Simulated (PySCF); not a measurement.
**[GdF3(NH3)]−: other functionals and bases at one geometry**

The task here is to estimate one member of a computed series from the others.

Program: PySCF 2.14.0. Level of theory: several levels, as the steps say, no spin–orbit coupling. These are calculated values, not measurements.

1 further run of the same task is left out (for a known fault of the program).

## Where the work starts

8 atoms, charge -1, spin multiplicity 1.

Bond lengths: Gd1–F2 2.228 Å, Gd1–F3 2.228 Å, Gd1–F4 2.228 Å, Gd1–N5 2.733 Å, N5–H6 1.018 Å, N5–H7 1.018 Å, N5–H8 1.018 Å. Angles: F2–Gd1–F3 119.8°, F2–Gd1–F4 119.8°, F2–Gd1–N5 92.7°, F3–Gd1–F4 119.8°, F3–Gd1–N5 92.7°, F4–Gd1–N5 92.7°, Gd1–N5–H6 110.9°, Gd1–N5–H7 110.9°, Gd1–N5–H8 110.9°, H6–N5–H7 108.0°, H6–N5–H8 108.0°, H7–N5–H8 108.0°.

Coordinates:

```
Gd    0.1542   -0.1542    0.1542
F     1.1239    1.6018    1.1239
F    -1.6018   -1.1239    1.1239
F     1.1239   -1.1239   -1.6018
N    -1.4239    1.4239   -1.4239
H    -2.0215    2.0215   -0.8567
H    -0.8567    2.0215   -2.0215
H    -2.0215    0.8567   -2.0215
```

Formal oxidation states: Gd +2. Each metal's 8 4f electrons lie in its core potential, so multiplicities, spins and levels count the valence alone. For divalent La, Ce, Gd or Lu the extra electron is normally 5d or 6s, so this core forces an excited configuration. An earlier session relaxed this geometry at PBE0, Gd lcecp-0-SVP with ECP54, F def2-SVP, N def2-SVP, H def2-SVP (singlet, point group C3v).

At PBE0 on the finer grid: E = -385.599433 Eh, frontier levels not given, since the 4f levels lie in the core, Mulliken charge on Gd1 +0.64 e, largest force component 0.002 eV/Å. 

Levels to run: revPBE; CAM-B3LYP; PBE0, TZVP. Hardware: 2 threads of Arm Neoverse V2, shared host.

Set-up of the first run:

File run.py (the lines that set the calculation):

```python
mol = gto.M(atom='''
Gd     0.15422    -0.15422     0.15422
F      1.12393     1.60177     1.12393
F     -1.60177    -1.12393     1.12393
F      1.12393    -1.12393    -1.60177
N     -1.42394     1.42394    -1.42394
H     -2.02148     2.02148    -0.85667
H     -0.85667     2.02148    -2.02148
H     -2.02148     0.85667    -2.02148''',
    basis={'Gd': 'lcecp-0-SVP', 'F': 'def2-SVP', 'N': 'def2-SVP', 'H': 'def2-SVP'},
    ecp={'Gd': 'lcecp-0-SVP'},
    charge=-1, spin=0)
mf = dft.RKS(mol, xc='PBE_R,PBE')
mf.grids.atom_grid = (75, 302)  # f atoms: unpruned, at least (60, 302)
mf = mf.density_fit()  # fitting sets: Gd AutoAux, F def2-universal-JKFIT, N def2-universal-JKFIT, H def2-universal-JKFIT
mf.conv_tol = 1e-08; mf.max_cycle = 55
mf.kernel(dm0)  # dm0: the density of the relaxed state
```

Run with:

```sh
$ OMP_NUM_THREADS=2 python run.py
```

Steps of the session up to this table: revPBE; CAM-B3LYP; PBE0, TZVP.

One table of the session follows, with a row left open; its other results are not shown here.

```
              level  charge on Gd1 (e)  dipole (D)  largest force component (eV/Å)
PBE0 (relaxed here)               0.64        4.49                            0.00
             revPBE               0.41        4.44                            0.25
          CAM-B3LYP                  ?           ?                               ?
         PBE0, TZVP               1.13        4.25                            0.26
```

**Question.** Estimate the row for CAM-B3LYP.

**Answer.** charge on Gd1 (e): 0.60; dipole (D): 4.52; largest force component (eV/Å): 0.05. In the column «charge on Gd1 (e)» it lies between revPBE (0.41) and PBE0 (relaxed here) (0.64).

The dipole of a charged species depends on the origin, so these sizes hold for this origin alone.

The largest leftover force, 0.26 eV/Å with PBE0, TZVP, stands at a geometry relaxed at another level. With 4f in the core, its levels are missing from HOMO and gap, and its count is fixed, so no charge can pass from the ligands into it. Total energies of different levels can't be compared.
